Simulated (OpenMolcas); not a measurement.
**ZrCl4 (zirconium tetrachloride): levels of theory compared**

Aim: a comparison of 5 runs (HF/def2-SVP, B3LYP/def2-SVP, PBE0/def2-SVP, SVWN5/def2-SVP, revPBE/def2-SVP) of ZrCl4 (zirconium tetrachloride). 

Program for the calculation: OpenMolcas 26.06.

## (1) Starting point

The species is ZrCl4 (5 atoms), meant as a singlet with charge 0. As SMILES, `Cl[Zr](Cl)(Cl)Cl`. One bond was lengthened or shortened from a relaxed shape.

Bond lengths: Cl1–Zr2 2.316 Å, Zr2–Cl3 2.316 Å, Zr2–Cl4 2.663 Å, Zr2–Cl5 2.316 Å. Angles: Cl1–Zr2–Cl3 109.5°, Cl1–Zr2–Cl4 109.5°, Cl1–Zr2–Cl5 109.5°, Cl3–Zr2–Cl4 109.5°, Cl3–Zr2–Cl5 109.5°, Cl4–Zr2–Cl5 109.5°.

## (2) The energy at HF/def2-SVP (core potential) (run 1)

Contents of job.inp:

```
>>> EXPORT MOLCAS_PRINT=2

&GATEWAY
  BasLib
  $CurrDir
  Coord
  5
  bohr
  Cl     0.38233317    -0.31422933     4.61037994
  Zr     0.59018415     0.12191946     0.26055166
  Cl     3.51052910    -2.71119574    -1.35183826
  Cl    -3.93393736    -0.81273341    -1.73714964
  Cl     1.81143855     4.20393576    -0.73958589
  Basis
  def2-SVP
  Group
  NoSym

&SEWARD

&SCF
  Thresholds
  1e-10 1e-07 1e-07 1e-05
  PrOrbitals
  1 2
```

The basis set def2-SVP is read from a file made from the Basis Set Exchange's data (not shown).

The run is started by

```sh
$ export MOLCAS_MEM=1860
$ pymolcas job.inp > job.log
```

The log of the run:

```text
--- Start Module: gateway ---
[...]
--- Stop Module: gateway /rc=_RC_ALL_IS_WELL_ ---
--- Start Module: seward ---
[...]
      Basis functions          103
--- Stop Module: seward /rc=_RC_ALL_IS_WELL_ ---
[...]
--- Start Module: scf ---
[...]
       Convergence after  14 Iterations
[...]
::    Total SCF energy                              -1884.2678159404
[...]
      Total spin, S                                     0.0000000000
[...]
      Total electronic charge=   80.000000
      Total            charge=   -0.000000
[...]
      Dipole Moment (debye):
      Origin of the operator (angstrom)=    0.2648    0.0547    0.1169
                   X=  1.9320E+00               Y=  3.9912E-01               Z=  8.5297E-01           Total=  2.1493E+00
      Quadrupole Moment (debye*angstrom):
[...]
--- Stop Module: scf /rc=_RC_ALL_IS_WELL_ ---
[...]
```

It took 14 s on 1 thread of Intel Xeon Platinum 8259CL at 2.50GHz (Skylake/Cascade Lake), shared host; peak memory 0.58 GiB.

## (3) The energy at B3LYP/def2-SVP (core potential) (run 2)

Contents of struct.xyz:

```xyz
5

Cl     0.202322    -0.166283     2.439708
Zr     0.312312     0.064517     0.137878
Cl     1.857692    -1.434703    -0.715362
Cl    -2.081750    -0.430080    -0.919260
Cl     0.958572     2.224627    -0.391372
```

Contents of job.input:

```
&GATEWAY
 BasLib
 $CurrDir
 Coord
 struct.xyz
 Basis
 def2-SVP
 Group
 NoSym

&SEWARD
 GridInput
 Grid=UltraFine
 End of Grid

&SCF
 KSDFT
 B3LYP
 Thresholds
 1e-10 1e-07 1e-07 1e-05
 PrOrbitals
 1 2
```

The basis set def2-SVP is read from a file made from the Basis Set Exchange's data (not shown).

The run is started by

```sh
$ export MOLCAS_MEM=1860
$ pymolcas job.input > job.log
```

The log of the run:

```text
--- Start Module: gateway ---
[...]
--- Stop Module: gateway /rc=_RC_ALL_IS_WELL_ ---
--- Start Module: seward ---
[...]
      Basis functions          103
--- Stop Module: seward /rc=_RC_ALL_IS_WELL_ ---
[...]
--- Start Module: scf ---
[...]
       Convergence after  17 Iterations
[...]
::    Total KS-DFT energy                           -1887.6535205975
[...]
      Total spin, S                                     0.0000000000
[...]
      Total electronic charge=   80.000000
      Total            charge=   -0.000000
[...]
      Dipole Moment (debye):
      Origin of the operator (angstrom)=    0.2648    0.0547    0.1169
                   X=  1.6613E+00               Y=  3.4322E-01               Z=  7.3351E-01           Total=  1.8482E+00
      Quadrupole Moment (debye*angstrom):
[...]
--- Stop Module: scf /rc=_RC_ALL_IS_WELL_ ---
[...]
```

Wall time 31 s (1 thread of Intel Xeon Platinum 8259CL at 2.50GHz (Skylake/Cascade Lake), shared host); peak memory 0.58 GiB.

Run 3 isn't shown in full; the table further down has it.

## (4) A single-point energy at SVWN5/def2-SVP (core potential) (run 4)

Contents of mol.input:

```
* Cl4Zr Kohn-Sham DFT
&GATEWAY
BasLib=$CurrDir
Coord
5
angstrom
Cl       0.202322      -0.166283       2.439708
Zr       0.312312       0.064517       0.137878
Cl       1.857692      -1.434703      -0.715362
Cl      -2.081750      -0.430080      -0.919260
Cl       0.958572       2.224627      -0.391372
Basis=def2-SVP
Group=NoSym
&SEWARD
GridInput
Grid=UltraFine
End of Grid
&SCF
KSDFT=SVWN5
Thresholds=1e-10 1e-07 1e-07 1e-05
PrOrbitals=1 1
```

The basis set def2-SVP is read from a file made from the Basis Set Exchange's data (not shown).

The run is started by

```sh
$ export MOLCAS_MEM=1860
$ pymolcas mol.input > mol.log
```

The log of the run:

```text
--- Start Module: gateway ---
[...]
--- Stop Module: gateway /rc=_RC_ALL_IS_WELL_ ---
--- Start Module: seward ---
[...]
      Basis functions          103
--- Stop Module: seward /rc=_RC_ALL_IS_WELL_ ---
[...]
--- Start Module: scf ---
[...]
       Convergence after  21 Iterations
[...]
::    Total KS-DFT energy                           -1881.5501360157
[...]
      Total spin, S                                     0.0000000000
[...]
      Total electronic charge=   80.000000
      Total            charge=   -0.000000
[...]
      Dipole Moment (debye):
      Origin of the operator (angstrom)=    0.2648    0.0547    0.1169
                   X=  1.5102E+00               Y=  3.1200E-01               Z=  6.6680E-01           Total=  1.6801E+00
      Quadrupole Moment (debye*angstrom):
[...]
--- Stop Module: scf /rc=_RC_ALL_IS_WELL_ ---
[...]
```

Run time: 28 s. Hardware: 1 thread of Intel Xeon Platinum 8259CL at 2.50GHz (Skylake/Cascade Lake), shared host; peak memory 0.58 GiB.

## (5) A single-point energy at revPBE/def2-SVP (core potential) (run 5)

Contents of input.xyz:

```xyz
5

Cl     0.202322    -0.166283     2.439708
Zr     0.312312     0.064517     0.137878
Cl     1.857692    -1.434703    -0.715362
Cl    -2.081750    -0.430080    -0.919260
Cl     0.958572     2.224627    -0.391372
```

Contents of test.inp:

```
>>> EXPORT MOLCAS_PRINT=2
&GATEWAY
BasLib=$CurrDir
Coord=input.xyz
Basis=def2-SVP
Group=NoSym
&SEWARD
GridInput
Grid=UltraFine
End of Grid
&SCF
KSDFT=revPBE
Thresholds=1e-10 1e-07 1e-07 1e-05
PrOrbitals=0
```

The basis set def2-SVP is read from a file made from the Basis Set Exchange's data (not shown).

The run is started by

```sh
$ export MOLCAS_MEM=1860
$ pymolcas test.inp > test.log
```

The log of the run:

```text
--- Start Module: gateway ---
[...]
--- Stop Module: gateway /rc=_RC_ALL_IS_WELL_ ---
--- Start Module: seward ---
[...]
      Basis functions          103
--- Stop Module: seward /rc=_RC_ALL_IS_WELL_ ---
[...]
--- Start Module: scf ---
[...]
       Convergence after  19 Iterations
[...]
::    Total KS-DFT energy                           -1887.2812178992
[...]
      Total spin, S                                     0.0000000000
[...]
      Total electronic charge=   80.000000
      Total            charge=   -0.000000
[...]
      Dipole Moment (debye):
      Origin of the operator (angstrom)=    0.2648    0.0547    0.1169
                   X=  1.5777E+00               Y=  3.2593E-01               Z=  6.9657E-01           Total=  1.7551E+00
      Quadrupole Moment (debye*angstrom):
[...]
--- Stop Module: scf /rc=_RC_ALL_IS_WELL_ ---
[...]
```

Wall time 33 s (1 thread of Intel Xeon Platinum 8259CL at 2.50GHz (Skylake/Cascade Lake), shared host); peak memory 0.58 GiB.

## (6) The series

```csv
run,level,integration grid,energy (Eh),dipole moment (D),HOMO energy (eV),LUMO energy (eV),wall time
1,HF/def2-SVP (core potential),–,-1884.267816,2.15,-12.12,0.36,14 s
2,B3LYP/def2-SVP (core potential),UltraFine,-1887.653521,1.85,-8.50,-3.22,31 s
3,PBE0/def2-SVP (core potential),UltraFine,-1886.964951,1.90,-8.87,-3.15,29 s
4,SVWN5/def2-SVP (core potential),UltraFine,-1881.550136,1.68,-7.60,-3.90,28 s
5,revPBE/def2-SVP (core potential),UltraFine,-1887.281218,1.76,-7.44,-3.76,33 s
```

## (7) What came out

| quantity | value |
| --- | --- |
| run 5: total energy | -1887.28122 Eh |
| run 5: dipole moment | 1.76 D |
| run 5: HOMO energy | -7.44 eV |
| run 5: LUMO energy | -3.76 eV |
| run 5: HOMO–LUMO gap | 3.69 eV |

The dipole moment (its size) runs from 1.68 D (SVWN5/def2-SVP) to 2.15 D (HF/def2-SVP). The HOMO–LUMO gap runs from 3.69 eV (revPBE/def2-SVP) to 12.48 eV (HF/def2-SVP). Exact exchange widens orbital gaps. Totals of different functionals can't be ranked against each other. All runs together took 2.3 min, the longest 33 s.
